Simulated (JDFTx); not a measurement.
# NbTe: equation of state with PBEsol

The system is NbTe.

```
Te Nb
1.0
     3.70297    0.00000    0.00000
    -1.85149    3.20687    0.00000
     0.00000    0.00000    3.69421
Te Nb
1 1
Direct
  0.66667 0.33333 0.00000
  0.00000 0.00000 0.50000
```

The cell comes from a database or a generator and needn't be the stable form of this composition.

- Program: JDFTx 1.7.0 (patched build)
- Task: equation of state
- Functional: PBEsol
- Potentials or basis: PseudoDojo-SR-PBEsol-0.4.1-standard with smoothed tails
- Cutoff: 1116 eV
- Density cutoff: 8925 eV
- k mesh: 8 × 8 × 7
- Occupations: fermi-dirac, width 0.05 eV
- Spin: no spin polarisation
- Local potential set to -Z/r beyond: 6 bohr
- Bands: 21
- Density cutoff over wavefunction cutoff: 8
- Max SCF steps: 100
- SCF threshold on the energy: 1e-09 Ha
- Solver of the electrons: scf

The equilibrium volume is 21.10 Å³/atom, the bulk modulus at fixed shape and positions is 136 GPa and the pressure derivative of the bulk modulus is 4.7.

Energy against volume, from the lowest point:
```tsv
volume (Å³/atom)	energy (meV/atom)
20.618	4.80
21.057	0.00
21.496	3.01
21.934	12.97
22.373	29.12
22.812	50.76
23.250	77.26
```

Caveat: the cell was scaled at fixed shape and fractional positions, which overstates the stiffness of a crystal with free parameters, most of all of layers and chains. The run has no spin-orbit coupling, so splittings on Te are missing.
